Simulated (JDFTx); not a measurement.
The system is Al2Pd.

```
Pd Al
1.0
     0.00000    2.94954    2.94954
     2.94954    0.00000    2.94954
     2.94954    2.94954    0.00000
Pd Al
1 2
Direct
  0.00000 0.00000 0.00000
  0.75000 0.75000 0.75000
  0.25000 0.25000 0.25000
```

The cell comes from a database or a generator and needn't be the stable form of this composition.

| Item | Value |
| --- | --- |
| Program | JDFTx 1.7.0 (patched build) |
| Task | single point |
| Functional | PBEsol |
| Potentials or basis | PseudoDojo-SR-PBEsol-0.4.1-standard with smoothed tails |
| Cutoff | 1116 eV |
| Density cutoff | 8925 eV |
| k mesh | 8 × 8 × 8 |
| Occupations | fermi-dirac, width 0.05 eV |
| Spin | no spin polarisation |

On this cell: pressure -0.7 GPa; largest force zero by symmetry; band gap on the k mesh none (metal or under the smearing width).

The same run follows on a disturbed copy (atoms moved at random, drawn with an rms of 0.05 Å):

```
Pd Al
1.0
     0.00000    2.94954    2.94954
     2.94954    0.00000    2.94954
     2.94954    2.94954    0.00000
Pd Al
1 2
Direct
  0.00051 0.00242 0.99293
  0.74856 0.74832 0.75438
  0.25303 0.24903 0.24904
```

Task: What changes?

Result: The energy (extrapolated to zero smearing) moves by +1.6 meV/atom; pressure -0.7 GPa; largest force 0.241 eV/Å; band gap on the k mesh none (metal or under the smearing width).

Forces on the atoms (eV/Å):
```
Pd   0.109  0.201 -0.074
Al  -0.103 -0.108  0.090
Al  -0.006 -0.094 -0.016
```

Stress tensor (GPa, compression positive):
```
-0.65 -0.31  0.04
-0.31 -0.68  0.28
 0.04  0.28 -0.65
```

Caveats: this set's palladium file may shift the pressure by some GPa.
